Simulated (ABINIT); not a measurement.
Here is an ABINIT 10.8.3 (patched build) calculation.

Contents of run.abi:

```
# Pseudopotentials
pp_dirpath "./"
pseudos "Te.upf, Nb.upf"

# Structure
acell 3.69426691 3.6942669054 3.70521992 Angstrom
rprim
     1.0000000000     0.0000000000     0.0000000000
    -0.4999999993     0.8660254042     0.0000000000
     0.0000000000     0.0000000000     1.0000000000
ntypat 2
znucl 52 41
natom 2
typat 1 2
xred
     0.6666666700     0.3333333300     0.0000000000
     0.0000000000     0.0000000000     0.5000000000
chkprim 0
chksymtnons 0
tolsym 1.0e-6

# Plane-wave basis
ecut 1115.666836 eV

# k points
kptopt 1
ngkpt 6 6 5
nshiftk 1
shiftk 0.0 0.0 0.0

# Exchange and correlation
ixc 11

# Bands and occupations
nband 19
occopt 3
tsmear 0.00183747

# SCF cycle
nstep 100
tolvrs 1.0e-10

# Output
iomode 3
prtwf 0
prteig 0
prtebands 0
enunit 1
prtvol 2
prtden 1
prtvha 1
prtvclmb 1
prtpot 1
prtelf 1
```

Potentials or basis: PseudoDojo NC SR PBE v0.4.1 standard.

Launch:

```bash
$ abinit run.abi > log 2>&1
```

Task: Estimate the pressure.

Result: 0.0 GPa.

Task: Predict the band gap on the k mesh.

Result: None (metal or under the smearing width).

The run has no spin-orbit coupling, so splittings on Te are missing.
